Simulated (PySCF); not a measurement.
The system is F3GeCl, in a box.

```
F Ge Cl
1.0
    12.00000    0.00000    0.00000
     0.00000   12.00000    0.00000
     0.00000    0.00000   12.00000
F Ge Cl
3 1 1
Cartesian
  4.7225 4.9201 7.3729
  7.3035 4.8131 6.4529
  5.2110 4.5880 4.6951
  5.7438 5.3837 6.0976
  5.7377 7.4540 5.8397
```

Program: PySCF 2.14.0. Alike in all runs: task atomic charges; potentials or basis def2-svp (all-electron); no spin polarisation; cell as given; k mesh 1 × 1 × 1; smearing fixed.

Order these runs on this cell by their band gap on the k mesh, lowest first.
A. level PBE
B. level X3LYP+D4; three-body dispersion term yes; exxdiv ewald; three-centre integrals read from an earlier run's file
C. level r2SCAN0+D4; three-body dispersion term yes; exxdiv ewald; three-centre integrals read from an earlier run's file

A (6.24 eV), B (8.44 eV), C (9.44 eV).

Caveats: this is a molecule in a periodic box at the Γ point, so its band gap is the HOMO-LUMO gap; relativity is left out, which matters for the heavier elements; the basis of atomic orbitals isn't converged, which shifts pressures, moduli and gaps.

